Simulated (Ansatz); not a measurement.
# CH₆AlOSi radical: a ladder of functionals and wavefunction methods

How much do the methods differ for CH₆AlOSi radical? The plan is to run it at one geometry with functionals of several rungs and with coupled cluster. The yardstick is the atomisation energy at the CCSD(T) limit.

The runs use Ansatz 0.2.0, Gaussian basis; functionals in def2-TZVPP, the program's frozen cores in correlated methods.

Plan: LDA (SPW92), PBE-D4, revPBE-D4, BLYP-D4, r2SCAN-D4, B97M-V, PBE0-D4, B3LYP-D4, r2SCANh-D4, r2SCAN0-D4, HSE06-D4, BHLYP-D4, CAM-B3LYP-D4, LC-ωPBE, ωB97X-V, ωB97M-V, B2PLYP, PBE-QIDH; CCSD(T)/def2-SVP; CCSD(T)/def2-TZVPP; MP2/def2-QZVPP; extrapolation to the limit; RPA on PBE.

**1. The geometry**

The geometry comes from an earlier relaxation with PBE0-D4 in a triple-zeta def2 set; it is a stationary point, not always the lowest conformer.

SMILES `[CH3][Al][O][SiH3]`, 10 atoms, charge 0, spin multiplicity 2.

Atoms are counted from 1 here; the program's logs count them from 0.

Bond lengths: C1–Al2 1.967 Å, C1–H5 1.095 Å, C1–H6 1.095 Å, C1–H7 1.091 Å, Al2–O3 1.696 Å, O3–Si4 1.625 Å, Si4–H8 1.489 Å, Si4–H9 1.487 Å, Si4–H10 1.488 Å. Angles: Al2–C1–H5 108.9°, Al2–C1–H6 109.0°, Al2–C1–H7 113.2°, H5–C1–H6 107.8°, H5–C1–H7 108.9°, H6–C1–H7 108.9°, C1–Al2–O3 116.4°, Al2–O3–Si4 163.5°, O3–Si4–H8 111.1°, O3–Si4–H9 110.0°, O3–Si4–H10 110.0°, H8–Si4–H9 108.5°, H8–Si4–H10 108.5°, H9–Si4–H10 108.7°.

**2. LDA**

This LDA is Slater exchange with PW92 correlation.

in.yaml reads:

```yaml
crystal:
  periodic: [false, false, false]
  atoms:
    - {symbol: C, position_ang: [0.243845, 1.981760, -1.341353]}
    - {symbol: Al, position_ang: [1.086542, 0.300647, -0.766120]}
    - {symbol: O, position_ang: [0.194202, -0.660681, 0.309096]}
    - {symbol: Si, position_ang: [-0.287918, -1.859424, 1.294042]}
    - {symbol: H, position_ang: [-0.700965, 1.751771, -1.844474]}
    - {symbol: H, position_ang: [0.014824, 2.586093, -0.457746]}
    - {symbol: H, position_ang: [0.869770, 2.565985, -2.016892]}
    - {symbol: H, position_ang: [0.686796, -2.984589, 1.283779]}
    - {symbol: H, position_ang: [-1.610998, -2.377760, 0.854688]}
    - {symbol: H, position_ang: [-0.412997, -1.355001, 2.687877]}
basis:
  gaussian: {orbitals: def2-TZVPP}
magnetization: {spin_polarized: true, initial_magnetization: 1}
hamiltonian: {xc: lda}
output: {orbitals: {seedname: orbitals}}
```

Further steps of the session: PBE-D4 (GGA); revPBE-D4 (GGA); BLYP-D4 (GGA); r2SCAN-D4 (meta-GGA); B97M-V (meta-GGA); PBE0-D4 (hybrid); B3LYP-D4 (hybrid); r2SCANh-D4 (hybrid); r2SCAN0-D4 (hybrid); HSE06-D4 (hybrid); BHLYP-D4 (hybrid); CAM-B3LYP-D4 (range-separated); LC-ωPBE-D4 (range-separated); ωB97X-V (range-separated); ωB97M-V (range-separated); B2PLYP (double hybrid); PBE-QIDH (double hybrid); CCSD(T) in def2-SVP; CCSD(T) in def2-TZVPP; MP2 in def2-QZVPP; RPA on PBE orbitals.

Before running them: what should the planned runs give, taken together? Wanted: atomisation energy, CCSD(T)/CBS; farthest beyond LDA; mean size of error, GGA; mean size of error, meta-GGA; mean size of error, hybrid; mean size of error, range-separated; mean size of error, double hybrid; gap, smallest and largest; T1 diagnostic.

As calculated:

| quantity | value |
| --- | --- |
| atomisation energy, CCSD(T)/CBS | 3435.6 kJ/mol |
| functionals within 17.2 kJ/mol (0.5 %) | PBE-D4, r2SCAN-D4, B97M-V, B3LYP-D4, r2SCANh-D4, CAM-B3LYP-D4, ωB97X-V, ωB97M-V |
| farthest beyond LDA | BHLYP-D4 (-73.0 kJ/mol) |
| mean size of error, GGA | 35.3 kJ/mol |
| mean size of error, meta-GGA | 9.4 kJ/mol |
| mean size of error, hybrid | 32.6 kJ/mol |
| mean size of error, range-separated | 12.3 kJ/mol |
| mean size of error, double hybrid | 40.7 kJ/mol |
| gap, smallest and largest | 1.06 eV (B97M-V), 7.98 eV (LC-ωPBE) |
| T1 diagnostic | 0.0138 |
| triples share of the correlation energy | 3.4 % |

The LDA atomisation energy is off by 386.9 kJ/mol (11 %): it overbinds. PBE-D4 is off by -5.0 kJ/mol. Double hybrids carry the basis error of their MP2 part in triple zeta, and no dispersion term here, so their miss is partly the set-up's. The rungs meta-GGA, range-separated miss on average by less than the doubt on the reference (17.2 kJ/mol), so they tie. The reference freezes the cores and leaves out relativity and excitations past (T), so misses under about 17.2 kJ/mol can't be ranked. Hartree-Fock recovers 76 % of the binding; the rest is correlation. CCSD(T) in def2-SVP is off by -218.2 kJ/mol, worse than the median functional, from the basis alone. Orbital gaps span 1.1 to 8.0 eV; exact exchange widens them.
